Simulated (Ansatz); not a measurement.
# InHF (SMILES [F][InH]) at 6 levels

Aim: a comparison of 6 runs (UHF/STO-3G, U-r2SCAN/STO-3G, U-wB97X/STO-3G, UHSE06/STO-3G, RPA@PBE/STO-3G, UCCSDT(Q)/STO-3G) of InHF. 

The calculation is run with Ansatz 0.2.0.

65 further runs of the same task are left out: 9 that didn't finish, 56 set aside as unsound or not needed.

## (1) Starting point

InHF has 3 atoms, charge 0, and is taken as a doublet. SMILES: `[F][InH]`. The In2–F1 distance was set to 2.462 Å, away from the relaxed value.

Bond lengths: In2–H3 1.779 Å.

## (2) A single-point energy at UHF/STO-3G (run 1)

Contents of run.yaml:

```yaml
crystal:
  periodic: [false, false, false]
  atoms:
    - {symbol: F, position_ang: [1.491113, 1.148095, 0.929068]}
    - {symbol: In, position_ang: [-0.522500, 0.355100, -0.244800]}
    - {symbol: H, position_ang: [-0.576900, -1.409400, -0.462800]}
basis:
  gaussian: {orbitals: STO-3G}
hamiltonian: {xc: hf}
accuracy: high
magnetization: {spin_polarized: true, initial_magnetization: 1}
```

Run with:

```sh
$ ansatz run run.yaml --threads 1 --pin off --max-ram 2610MiB --events-out events.jsonl --progress --plain --runs-dir runs
```

What it wrote:

```text
Warning: RAYON_NUM_THREADS=1 ignored (pool sized by the plan → 1); use --threads N
Functional definition: HF
  name "HF"
  exchange = exact_x
  correlation = 0
580 factors; integrals over basis functions are off by at most 4.0e-9 eV
mean field evaluation 1: about -157314.2582 eV, gradient 1.3e1 eV
mean field evaluation 2: about -157314.2965 eV, gradient 1.3e1 eV
mean field evaluation 4: about -157318.3840 eV, gradient 3.2e0 eV
mean field evaluation 8: about -157318.5472 eV, gradient 1.5e0 eV
mean field evaluation 16: about -157319.4812 eV, gradient 3.4e-4 eV
mean field evaluation 32: about -157318.2652 eV, gradient 3.9e0 eV
mean field evaluation 64: about -157318.6504 eV, gradient 5.2e-1 eV
mean field evaluation 96: about -157318.4517 eV, gradient 1.2e0 eV
mean field evaluation 128: about -157319.0755 eV, gradient 1.7e0 eV
mean field evaluation 160: about -157318.9040 eV, gradient 1.9e0 eV
mean field evaluation 192: about -157318.7445 eV, gradient 6.9e-1 eV
mean field -157319.48117809 eV, -5781.3842983204 hartree, gradient 2.9e-8 eV, S^2 1.022726; 6 other end points of the search recorded, 0 dependent functions left out
reference -157319.48117809 eV, -5781.3842983204 hartree; 30, 29 occupied and 3, 4 virtual orbitals, 580 factors
Total energy: -157319.48117809 eV, -5781.3842983204 hartree
```

Wall time 1.8 s (1 thread of Arm Neoverse V2, shared host); peak memory 0.1 GiB.

## (3) A single-point energy at U-r2SCAN/STO-3G (run 2)

Contents of run.yaml:

```yaml
crystal:
  periodic: [false, false, false]
  atoms:
    - symbol: F
      position_ang: [1.491113, 1.148095, 0.929068]
    - symbol: In
      position_ang: [-0.522500, 0.355100, -0.244800]
    - symbol: H
      position_ang: [-0.576900, -1.409400, -0.462800]
basis:
  gaussian: {orbitals: STO-3G}
magnetization: {spin_polarized: true, initial_magnetization: 1}
hamiltonian: {xc: r2scan}
accuracy: high
```

Run with:

```sh
$ ansatz run run.yaml --threads 1 --pin off --max-ram 2610MiB --events-out events.jsonl --progress --plain --runs-dir runs
```

What it wrote:

```text
Warning: RAYON_NUM_THREADS=1 ignored (pool sized by the plan → 1); use --threads N
Functional definition: r2SCAN
  name "r2SCAN"
  parameter k0 = 0.174
  parameter k1 = 0.065
  parameter a1 = 4.9479
  exchange = r2scan_x(k0 = k0, k1 = k1, a1 = a1)
  correlation = r2scan_c
580 factors; integrals over basis functions are off by at most 4.0e-9 eV
mean field evaluation 1: about -157381.2865 eV, gradient 2.0e1 eV
mean field evaluation 2: about -157130.1803 eV, gradient 1.2e2 eV
mean field evaluation 4: about -157379.0213 eV, gradient 3.4e1 eV
mean field evaluation 8: about -157383.6363 eV, gradient 2.2e1 eV
mean field evaluation 16: about -157387.3062 eV, gradient 6.8e-6 eV
mean field evaluation 32: about -157385.1618 eV, gradient 3.6e-3 eV
mean field evaluation 64: about -157385.1560 eV, gradient 4.3e-1 eV
mean field -157387.30620642 eV, -5783.8768221381 hartree, gradient 3.3e-8 eV, S^2 0.761422; 4 other end points of the search recorded, 0 dependent functions left out
reference -157387.30620714 eV, -5783.8768221648 hartree; 30, 29 occupied and 3, 4 virtual orbitals, 580 factors
Total energy: -157387.30620714 eV, -5783.8768221648 hartree
```

Run time: 20 s. Hardware: 1 thread of Arm Neoverse V2, shared host; peak memory 0.22 GiB.

Runs 3 to 4 aren't shown in full; the table further down has their settings and results.

## (4) The energy at RPA@PBE/STO-3G (run 5)

Contents of job.yaml:

```yaml
crystal:
  periodic: [false, false, false]
  atoms:
    - symbol: F
      position_ang: [1.491113, 1.148095, 0.929068]
    - symbol: In
      position_ang: [-0.522500, 0.355100, -0.244800]
    - symbol: H
      position_ang: [-0.576900, -1.409400, -0.462800]
basis:
  gaussian:
    orbitals: STO-3G
magnetization:
  spin_polarized: true
  initial_magnetization: 1
accuracy: high
correlation:
  method: rpa
  frozen_orbitals: {F: 1, H: 0, In: 18}
hamiltonian:
  xc: pbe
```

Run with:

```sh
$ ansatz run job.yaml --threads 1 --pin off --max-ram 2610MiB --events-out events.jsonl --progress --plain --runs-dir runs
```

What it wrote, cut to the lines that bear on the results:

```text
Warning: RAYON_NUM_THREADS=1 ignored (pool sized by the plan → 1); use --threads N
Functional definition: PBE
  name "PBE"
[...]
580 factors; integrals over basis functions are off by at most 4.0e-9 eV
[...]
mean field -157364.14641544 eV, -5783.0257155179 hartree, gradient 1.3e-8 eV, S^2 0.754385; 8 other end points of the search recorded, 0 dependent functions left out
19 core orbitals not correlated: weight in the atoms' cores, before any rotation towards them, 1.000 or more for the frozen orbitals, at most 0.000 for the correlated occupied ones
reference -157316.82857253 eV, -5781.2868168641 hartree; 11, 10 occupied and 3, 4 virtual orbitals, 580 factors
Total energy: -157322.02903359 eV, -5781.4779302831 hartree
```

It took 8.1 s on 1 thread of Arm Neoverse V2, shared host; peak memory 0.14 GiB.

## (5) The energy at UCCSDT(Q)/STO-3G (run 6)

Contents of in.yaml:

```yaml
crystal:
  periodic: [false, false, false]
  atoms:
    - {symbol: F, position_ang: [1.491113, 1.148095, 0.929068]}
    - {symbol: In, position_ang: [-0.522500, 0.355100, -0.244800]}
    - {symbol: H, position_ang: [-0.576900, -1.409400, -0.462800]}
basis:
  gaussian: {orbitals: STO-3G}
magnetization: {spin_polarized: true, initial_magnetization: 1}
correlation: {method: ccsdt_q, frozen_orbitals: {F: 1, H: 0, In: 18}}
accuracy: high
scf: {omitted_lower_state_checks: [cluster_reference, increment]}
```

Run with:

```sh
$ ansatz run in.yaml --threads 1 --pin off --max-ram 2610MiB --events-out events.jsonl --progress --plain --runs-dir runs
```

What it wrote:

```text
Warning: RAYON_NUM_THREADS=1 ignored (pool sized by the plan → 1); use --threads N
[... 18 lines left out ...]
19 core orbitals not correlated: weight in the atoms' cores, before any rotation towards them, 1.000 or more for the frozen orbitals, at most 0.000 for the correlated occupied ones
[... 68 lines left out ...]
Total energy: -157321.08713057 eV, -5781.4433159858 hartree
Checks for a lower state left out: cluster_reference, increment
```

It took 8.4 s on 1 thread of Arm Neoverse V2, shared host; peak memory 0.24 GiB.

## (6) All runs side by side

```csv
run,level,frozen core orbitals,energy (Eh),⟨S²⟩,wall time
1,UHF/STO-3G,–,-5781.384298,1.023,1.8 s
2,U-r2SCAN/STO-3G,–,-5783.876822,0.761,20 s
3,U-wB97X/STO-3G,–,-5783.846721,0.793,14 s
4,UHSE06/STO-3G,–,-5783.373166,0.779,3.6 s
5,RPA@PBE/STO-3G,19,-5781.477930,0.754,8.1 s
6,UCCSDT(Q)/STO-3G,19,-5781.443316,1.023,8.4 s
```

## (7) Outcome

| quantity | value |
| --- | --- |
| run 6: total energy | -5781.44332 Eh |
| run 6: correlation energy (19 core orbitals frozen) | -59.0 mEh |
| run 6: ⟨S²⟩ of the reference determinant | 1.023 |
| run 6: T1 diagnostic | 0.049 |

**Reading.** Totals of different functionals can't be ranked against each other. In runs 1, 2, 3, 4, 5, 6 the basis is minimal, so the values are rough. In runs 1, 2, 3, 4, 5, 6 relativity is left out where basis or elements ask for it. Spin contamination of the reference: run 1 ⟨S²⟩ = 1.02, run 6 ⟨S²⟩ = 1.02. All runs together took 55 s, the longest 20 s.
